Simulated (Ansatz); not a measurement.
Working through a ranking of structure types by relaxed energy of Sc on several prototypes

Program: Ansatz 0.2.0 through its Python package.

The cells in order, each with its output:

**Cell 1**
```python
import warnings

import ansatz as az
import numpy as np
import spglib
```

**Cell 2**
```python
XC = 'lda'
SCF_TOL = 1e-08
BETA = 0.2
KSPACING = 0.3
SMEARING = 'gaussian'
SIGMA = 0.1
```

**Cell 3**
```python
def fcc(a_site, a):
    return (
        az.Lattice.fcc(a)
        .space_group(225)
        .atom(a_site, [0, 0, 0])
        .primitive()
    )


def bcc(a_site, a):
    return (
        az.Lattice.bcc(a)
        .space_group(229)
        .atom(a_site, [0, 0, 0])
        .primitive()
    )
```

**Cell 4**
```python
def sc(a_site, a):
    return (
        az.Lattice.cubic(a)
        .space_group(221)
        .atom(a_site, [0, 0, 0])
    )


def compute(name, crystal):
    calc = (
        crystal.calculation()
        .functional(XC)
        .pseudopotentials('nc')
        .initial_density(normalization='atom')
        .accuracy('medium')
        .scf(tolerance=SCF_TOL, algorithm='density_mixing')
        .mixing('msr1', ndim=6, beta=BETA)
        .kpoints(spacing=KSPACING)
        .occupations(SMEARING, width=SIGMA)
        .stress()
        .band_table()
    )
    calc = calc.relax(force_tolerance=0.02, max_steps=60, cell=True)
    return calc.run(threads=1)
```

**Cell 5**
```python
def relaxed_twice(name, crystal):
    # the second pass draws mesh and plane waves anew for the relaxed cell
    first = compute(name, crystal)
    again = az.Crystal(lattice=az.Lattice.of(first.lattice.cell_ang))
    for site in first.report['lattice']['sites']:
        again = again.atom(site['symbol'], site['position_frac'])
    return compute(name, again)
```

**Cell 6**
```python
def pressure_gpa(outcome):
    return float(np.trace(outcome.report['stress_gpa']) / 3)
```

**Cell 7**
```python
def volume_per_atom(outcome):
    return abs(np.linalg.det(outcome.lattice.cell_ang)) / len(outcome.lattice.sites)
```

**Cell 8**
```python
def space_group(outcome):
    sites = outcome.report['lattice']['sites']
    kinds = sorted({site['symbol'] for site in sites})
    cell = (outcome.lattice.cell_ang, [site['position_frac'] for site in sites], [kinds.index(site['symbol']) for site in sites])
    return spglib.get_spacegroup(cell, symprec=0.01)
```

**Cell 9**
```python
warnings.simplefilter('ignore', az.DeckWarning)
```

**Cell 10**
```python
phases = {}
phases['fcc'] = fcc('Sc', 4.64)
phases['bcc'] = bcc('Sc', 3.68)
phases['sc'] = sc('Sc', 3.02)
```

**Cell 11**
```python
done = {}
for name, crystal in phases.items():
    try:
        done[name] = relaxed_twice(name, crystal)
    except az.NonConvergedError as error:
        print(name, 'did not converge:', str(error)[:120])
```

**Cell 12**
```python
energy = {name: o.report['energy_sigma0_ev'] / len(o.lattice.sites) for name, o in done.items()}
lowest = min(energy.values())
rows = [(name, len(o.lattice.sites), 1000 * (energy[name] - lowest), pressure_gpa(o), volume_per_atom(o), space_group(o)) for name, o in done.items()]
rows.sort(key=lambda row: row[2])
print('     phase       atoms  dE (meV/atom)     P (GPa)  V (A^3/atom)  space group')
for row in rows:
    print(f'{str(row[0]):>10}  {row[1]:10d}  {row[2]:13.1f}  {row[3]:10.2f}  {row[4]:12.3f}  {str(row[5]):>11}')
```
Output:
```text
     phase       atoms  dE (meV/atom)     P (GPa)  V (A^3/atom)  space group
       fcc           1            0.0        0.00        22.392  Fm-3m (225)
       bcc           1           86.8       -0.04        22.782  Im-3m (229)
        sc           1          696.3       -0.01        22.909  Pm-3m (221)
```

By space group at the end of each run: Fm-3m (+0 meV an atom, 22.4 Å³), Im-3m (+87 meV an atom, 22.8 Å³) and Pm-3m (+696 meV an atom, 22.9 Å³).

These settings explore the input space; cutoff and mesh may be short of convergence. Spin is left out of this run. The program warned that this SCF threshold is loose for forces or stresses. Pressure is positive in compression. The meshes are coarse for the metals among these phases, whose energies can be off by up to 40 meV an atom. The cells are built on prototypes, so most aren't the phase found in nature. Rows bear the name of their start, and a relaxation keeps or raises the symmetry. Differences under about 40 meV an atom lie within the error of mesh and functional. The script silences the warnings on its input, which a real study should read. The whole script took 18 s on 1 thread of Intel(R) Xeon(R) 6975P-C (Granite Rapids) (shared host), peak memory 0.37 GiB.
